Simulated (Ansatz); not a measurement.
# Ti2BO6: the cost of one run

Method: DFT, PBE, no spin polarisation, plane waves, PAW, in Ansatz 0.2.0.

## (1) Geometry

It takes space group C2/m (No. 12, monoclinic). Conventional cell: a = 9.160 Å, b = 3.519 Å, c = 6.465 Å, α = 90.00°, β = 118.96°, γ = 90.00°. B (site symmetry 2/m) is surrounded by 6 O at 2.10 to 2.14 Å. Ti (site symmetry m) is surrounded by 6 O at 1.73 to 1.96 Å. O (site symmetry m) is surrounded by 2 Ti at 1.73 to 1.92 Å. O (site symmetry m) is surrounded by 1 Ti at 1.75 Å. O (site symmetry m) has 3 Ti at 1.82 to 1.96 Å as nearest neighbours.

Its coordinates follow in the input file.

Its first density is an earlier solution for the same cell, read from a checkpoint.

## (2) Self-consistent run

Input file input.yaml:

```yaml
crystal:
  lattice:
    - [0.0, 3.518979, 0.0]
    - [4.579844, -1.759489, 0.0]
    - [-1.449935, 1.759489, -5.656503]
  atoms:
    - { symbol: B, position: [0.0, 0.0, 0.0] }
    - { symbol: Ti, position: [0.82356, 0.25605, 0.60893] }
    - { symbol: Ti, position: [0.17644, 0.74395, 0.39107] }
    - { symbol: O, position: [0.97718, 0.64608, 0.69172] }
    - { symbol: O, position: [0.02282, 0.35392, 0.30828] }
    - { symbol: O, position: [0.65272, 0.20014, 0.8947] }
    - { symbol: O, position: [0.34728, 0.79986, 0.1053] }
    - { symbol: O, position: [0.28053, 0.15575, 0.59469] }
    - { symbol: O, position: [0.71947, 0.84425, 0.40531] }
  symmetry: { tolerance: 0.0003 }
kpoints:
  mp_grid: { grid: [6, 6, 6], shift: [0, 0, 0] }
  band_path:
    path:
      - [0.0, 0.0, 0.0]
      - [0.5963924, -0.2981962, 0.2981962]
      - [0.4036076, -0.7018038, 0.7018038]
      - [0.0, -0.5, 0.5]
      - [0.0, 0.0, 0.0]
      - [0.0, -0.5, 0.0]
      - [0.46973148, -0.73486574, 0.23486574]
      - [0.53026852, -0.26513426, -0.23486574]
      - [0.0, 0.0, -0.5]
      - [0.0, 0.0, 0.0]
      - [0.5, -0.5, 0.0]
    npoints: 7
magnetization:
  spin_polarized: false
scf:
  occupations: { method: fermi_dirac }
  lower_state_search: "off"
  max_iter: 200
hamiltonian:
  pseudopotentials: { kind: paw }
  xc: pbe
basis:
  ecutwfc: 420
  fft_grid_basis: typed
output:
  forces: true
  stress: true
  eigenvalues: true
  populations: true
  elf: true
  write_potential: true
  volumetric_format: npy
  dos:
    e_range: [-12, 8]
    de: 0.05
    projected: { site_lists: { B: [B], O: [O], Ti: [Ti] } }
  write_density: true
checkpoint:
  read: saved_state
```

Run with:

```
ansatz run input.yaml --threads 1 --pin off --max-ram 2560MiB --backend cpu --events-out ev --progress --plain --runs-dir out
```

**Question.** How long does this run take on 1 thread of Arm Neoverse V2, shared host, and how much memory does it need?

About 19 s, with a peak of 0.47 GiB.
